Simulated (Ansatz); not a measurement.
**BH₄OSb: up Jacob's ladder to CCSD(T)**

The task here is to estimate one member of a computed series from the others.

Method: functionals in def2-TZVPP, the program's frozen cores in correlated methods; program: Ansatz 0.2.0, Gaussian basis.

The runs, in order: LDA (SPW92), PBE-D4, revPBE-D4, BLYP-D4, r2SCAN-D4, B97M-V, PBE0-D4, B3LYP-D4, r2SCANh-D4, r2SCAN0-D4, HSE06-D4, BHLYP-D4, CAM-B3LYP-D4, LC-ωPBE, ωB97X-V, ωB97M-V, B2PLYP, PBE-QIDH; CCSD(T)/def2-SVP; CCSD(T)/def2-TZVPP; MP2/def2-QZVPP; extrapolation to the limit; RPA on PBE.

**The geometry**

The geometry comes from an earlier relaxation with PBE0-D4 in a triple-zeta def2 set; it is a stationary point, not always the lowest conformer. Sb takes the def2 core potential; no spin-orbit term is included.

SMILES `O[BH][SbH2]`, 7 atoms, charge 0, spin multiplicity 1.

Atoms are counted from 1 here; the program's logs count them from 0.

Bond lengths: O1–B2 1.345 Å, O1–H4 0.961 Å, B2–Sb3 2.265 Å, B2–H5 1.198 Å, Sb3–H6 1.714 Å, Sb3–H7 1.706 Å. Angles: B2–O1–H4 114.4°, O1–B2–Sb3 123.9°, O1–B2–H5 116.5°, Sb3–B2–H5 119.5°, B2–Sb3–H6 92.9°, B2–Sb3–H7 90.6°, H6–Sb3–H7 92.3°.

Set-up of the first run:

in.yaml

```yaml
crystal:
  periodic: [false, false, false]
  atoms:
    - {symbol: O, position_ang: [-1.336696, -0.774966, -0.700393]}
    - {symbol: B, position_ang: [-0.007208, -0.574008, -0.731999]}
    - {symbol: Sb, position_ang: [1.026839, 1.188583, 0.245071]}
    - {symbol: H, position_ang: [-1.822037, -0.139381, -0.166934]}
    - {symbol: H, position_ang: [0.638432, -1.362120, -1.362943]}
    - {symbol: H, position_ang: [-0.264477, 1.451274, 1.341111]}
    - {symbol: H, position_ang: [1.826348, 0.142519, 1.330487]}
basis:
  gaussian: {orbitals: def2-TZVPP}
hamiltonian: {xc: lda}
output: {orbitals: {seedname: orbitals}}
```

Started as:

```sh
$ ansatz run in.yaml --threads 2 --pin off --events-out ev --progress --plain --max-ram 4352MiB
```

Steps of the session up to this table: LDA; PBE-D4 (GGA); revPBE-D4 (GGA); BLYP-D4 (GGA); r2SCAN-D4 (meta-GGA); B97M-V (meta-GGA); B3LYP-D4 (hybrid); r2SCANh-D4 (hybrid); r2SCAN0-D4 (hybrid); HSE06-D4 (hybrid); BHLYP-D4 (hybrid); CAM-B3LYP-D4 (range-separated); LC-ωPBE (range-separated); ωB97X-V (range-separated); ωB97M-V (range-separated); B2PLYP (double hybrid); PBE-QIDH (double hybrid).

One table of the session follows, with a row left open; its other results are not shown here.

It belongs to the step «Frontier levels by functional». 

```
  functional  HOMO (eV)  gap (eV)
 LDA (SPW92)          ?         ?
      PBE-D4      -5.90      4.06
   revPBE-D4      -5.85      4.10
     BLYP-D4      -5.78      4.08
   r2SCAN-D4      -6.14      4.58
      B97M-V      -6.11      4.50
     PBE0-D4      -6.95      6.04
    B3LYP-D4      -6.77      5.65
  r2SCANh-D4      -6.53      5.29
  r2SCAN0-D4      -7.11      6.35
    HSE06-D4      -6.56      5.27
    BHLYP-D4      -7.87      7.93
CAM-B3LYP-D4      -8.19      8.36
     LC-ωPBE      -9.43     10.75
     ωB97X-V      -9.12     10.33
     ωB97M-V      -9.00     10.00
```

Q: Estimate the row for LDA (SPW92) from the others.

As computed: HOMO (eV): -6.05; gap (eV): 3.97. In the column «HOMO (eV)» it lies between B97M-V (-6.11) and PBE-D4 (-5.90).
